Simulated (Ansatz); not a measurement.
A nudged elastic band was laid between two geometries of a periodic cell of 63 atoms, Si62P (host Si, host structure diamond, dopant P, one Si atom removed).

All numbers below come from DFT PBE, scalar-relativistic, plane waves, PAW (Ansatz 0.2.0). Settings: PAW set soft_1, cutoff 420 eV, k mesh 1x1x1, gaussian smearing 0.02 eV, spin collinear.

```yaml
movable_images: 3
climbing_image: yes
spring: 5.0 eV/Å²
optimiser: quadratic models (default)
start_path: IDPP
force_threshold: 0.05 eV/Å
iteration_limit: 57
end_points: relaxed
```

Initial state:

```xyz
63
Lattice="10.8600 0.0000 0.0000 0.0000 10.8600 0.0000 0.0000 0.0000 10.8600" Properties=species:S:1:pos:R:3
Si 5.439 0.003 -0.006
Si 6.759 1.353 1.390
Si 8.117 2.709 0.001
Si 9.485 4.089 1.344
Si 8.115 0.030 2.791
Si 9.555 1.394 4.039
Si -0.046 0.003 0.004
Si 1.353 1.386 1.301
Si 2.735 2.728 -0.051
Si 4.055 4.082 1.350
Si 5.425 5.430 0.003
Si 6.766 6.847 1.428
Si 8.141 8.142 0.028
Si 9.469 9.505 1.405
Si 2.712 0.097 2.713
P 4.059 1.353 4.080
Si 5.348 2.700 2.733
Si 6.759 4.043 4.080
Si 8.117 5.432 2.724
Si 9.477 6.815 4.072
Si 6.777 1.013 6.508
Si 8.116 2.643 5.402
Si 9.469 4.028 6.788
Si 8.156 -0.046 8.101
Si 9.478 1.361 9.478
Si 0.004 5.435 -0.002
Si 1.362 6.811 1.351
Si 2.757 8.174 0.041
Si 4.111 9.554 1.425
Si 0.030 2.761 2.671
Si 1.353 4.132 4.047
Si 2.735 5.483 2.705
Si 4.103 6.836 4.085
Si 5.483 8.324 2.898
Si 6.776 9.785 4.420
Si 0.002 0.004 5.429
Si 1.385 1.356 6.749
Si 2.712 2.720 5.336
Si 4.111 4.008 6.739
Si 5.439 5.439 5.430
Si 6.807 6.782 6.796
Si 8.156 8.192 5.479
Si 9.588 9.460 6.833
Si 2.719 -0.006 8.130
Si 4.103 1.348 9.457
Si 5.483 2.535 7.969
Si 6.766 4.005 9.446
Si 8.141 5.404 8.151
Si 9.501 6.778 9.515
Si 0.014 8.167 2.727
Si 1.385 9.544 4.077
Si -0.046 5.429 5.430
Si 1.379 6.748 6.784
Si 2.718 8.162 5.439
Si 4.073 9.458 6.834
Si 0.014 2.706 8.126
Si 1.362 4.082 9.482
Si 2.757 5.392 8.119
Si 4.076 6.784 9.509
Si 5.454 8.134 8.159
Si 6.807 9.498 9.511
Si 0.069 8.104 8.188
Si 1.379 9.509 9.544
```

Final state:

```xyz
63
Lattice="10.8600 0.0000 0.0000 0.0000 10.8600 0.0000 0.0000 0.0000 10.8600" Properties=species:S:1:pos:R:3
Si 5.429 0.001 0.011
Si 6.727 1.358 1.418
Si 8.110 2.709 0.017
Si 9.478 4.079 1.351
Si 8.113 0.007 2.757
Si 9.509 1.357 4.073
Si -0.002 0.008 -0.002
Si 1.358 1.379 1.358
Si 2.701 2.729 -0.021
Si 4.051 4.072 1.358
Si 5.422 5.432 -0.002
Si 6.770 6.796 1.379
Si 8.153 8.137 0.023
Si 9.494 9.520 1.379
Si 2.763 0.153 2.763
P 5.403 0.027 5.403
Si 5.277 2.667 2.763
Si 6.727 4.012 4.072
Si 8.110 5.413 2.721
Si 9.503 6.787 4.068
Si 6.776 1.261 6.776
Si 8.113 2.673 5.423
Si 9.494 4.051 6.770
Si 8.161 -0.027 8.161
Si 9.503 1.362 9.503
Si -0.007 5.437 -0.007
Si 1.351 6.812 1.351
Si 2.721 8.180 0.017
Si 4.072 9.563 1.418
Si -0.021 2.729 2.701
Si 1.358 4.072 4.051
Si 2.701 5.451 2.701
Si 4.073 6.781 4.073
Si 5.423 8.177 2.757
Si 6.776 9.514 4.169
Si 0.011 0.001 5.429
Si 1.418 1.358 6.727
Si 2.763 2.667 5.277
Si 4.072 4.012 6.727
Si 5.429 5.419 5.429
Si 6.800 6.760 6.800
Si 8.161 8.129 5.457
Si 9.530 9.490 6.800
Si 2.757 0.007 8.113
Si 4.073 1.357 9.509
Si 5.423 2.673 8.113
Si 6.770 4.051 9.494
Si 8.153 5.407 8.153
Si 9.504 6.786 9.504
Si 0.017 8.180 2.721
Si 1.418 9.563 4.072
Si -0.002 5.432 5.422
Si 1.379 6.796 6.770
Si 2.757 8.177 5.423
Si 4.169 9.514 6.776
Si 0.017 2.709 8.110
Si 1.351 4.079 9.478
Si 2.721 5.413 8.110
Si 4.068 6.787 9.503
Si 5.457 8.129 8.161
Si 6.800 9.490 9.530
Si 0.023 8.137 8.153
Si 1.379 9.520 9.494
```

Q: Which bonds break or form, and what moves?

A: The atom that moves furthest is P16, by 2.31 Å; four of its nearest neighbours are Si15 2.29, Si38 2.29, Si17 2.30, Si35 3.66 Å at the first end and Si21 2.30, Si55 2.30, Si35 2.30, Si17 3.74 Å at the last.

Q: Give the energies along the band, and the barrier.

A: The run converged. The highest image is number 2 of 0 to 4, 1.12 eV above the first end and 1.04 eV above the last; the last end lies 0.08 eV above the first. By the program's own check the climbing image is a first-order saddle point (lowest curvatures found: -2.50 and 1.21 eV/Å²). Limits of this set-up: coarse k mesh, a typed lattice constant that wasn't relaxed here.

| image | path coordinate (Å) | energy (eV) | Si15–P16 (Å) | P16–Si17 (Å) | P16–Si38 (Å) |
| --- | --- | --- | --- | --- | --- |
| 0 | 0.00 | 0.00 | 2.29 | 2.30 | 2.29 |
| 1 | 0.95 | 0.35 | 2.34 | 2.42 | 2.37 |
| 2 | 1.89 | 1.12 | 2.45 | 3.26 | 2.77 |
| 3 | 2.69 | 0.55 | 3.18 | 3.53 | 3.34 |
| 4 | 3.49 | 0.08 | 3.74 | 3.74 | 3.74 |

Q: What is the geometry of the highest image?

A: 
```xyz
63
Lattice="10.8600 0.0000 0.0000 0.0000 10.8600 0.0000 0.0000 0.0000 10.8600" Properties=species:S:1:pos:R:3
Si 5.421 0.001 0.009
Si 6.744 1.382 1.382
Si 8.142 2.723 0.017
Si 9.534 4.048 1.370
Si 8.092 0.035 2.748
Si 9.511 1.363 4.074
Si 0.098 0.035 0.106
Si 1.541 1.315 1.538
Si 2.743 2.692 0.041
Si 4.108 4.131 1.301
Si 5.452 5.520 -0.065
Si 6.833 6.786 1.374
Si 8.119 8.164 -0.026
Si 9.461 9.537 1.343
Si 2.892 -0.111 2.966
P 4.477 0.418 4.754
Si 5.386 2.769 2.694
Si 6.763 4.046 4.071
Si 8.162 5.403 2.736
Si 9.491 6.808 4.074
Si 6.844 1.317 6.815
Si 8.120 2.689 5.432
Si 9.479 4.088 6.766
Si 8.206 0.033 8.202
Si 9.594 1.380 9.568
Si -0.001 5.424 -0.002
Si 1.354 6.772 1.360
Si 2.706 8.132 -0.016
Si 4.078 9.476 1.363
Si 0.051 2.695 2.733
Si 1.447 4.001 4.095
Si 2.725 5.417 2.711
Si 4.068 6.785 4.070
Si 5.435 8.160 2.732
Si 6.644 9.637 4.105
Si -0.001 -0.005 5.433
Si 1.374 1.360 6.772
Si 2.855 2.565 5.396
Si 4.110 4.018 6.754
Si 5.437 5.437 5.429
Si 6.769 6.837 6.771
Si 8.077 8.230 5.408
Si 9.491 9.511 6.791
Si 2.690 0.005 8.141
Si 4.074 1.348 9.495
Si 5.455 2.674 8.124
Si 6.798 4.070 9.489
Si 8.123 5.460 8.133
Si 9.498 6.786 9.505
Si -0.053 8.149 2.663
Si 1.307 9.436 4.078
Si 0.022 5.417 5.427
Si 1.362 6.732 6.841
Si 2.652 8.093 5.428
Si 3.965 9.682 6.539
Si 0.002 2.761 8.129
Si 1.380 4.046 9.531
Si 2.751 5.387 8.159
Si 4.108 6.886 9.395
Si 5.391 8.329 7.965
Si 6.767 9.530 9.465
Si -0.014 8.141 8.144
Si 1.346 9.492 9.519
```

Time of the run: 15 min on 4 threads of Arm Neoverse V2, with other jobs on the host, peak memory 4.5 GiB.
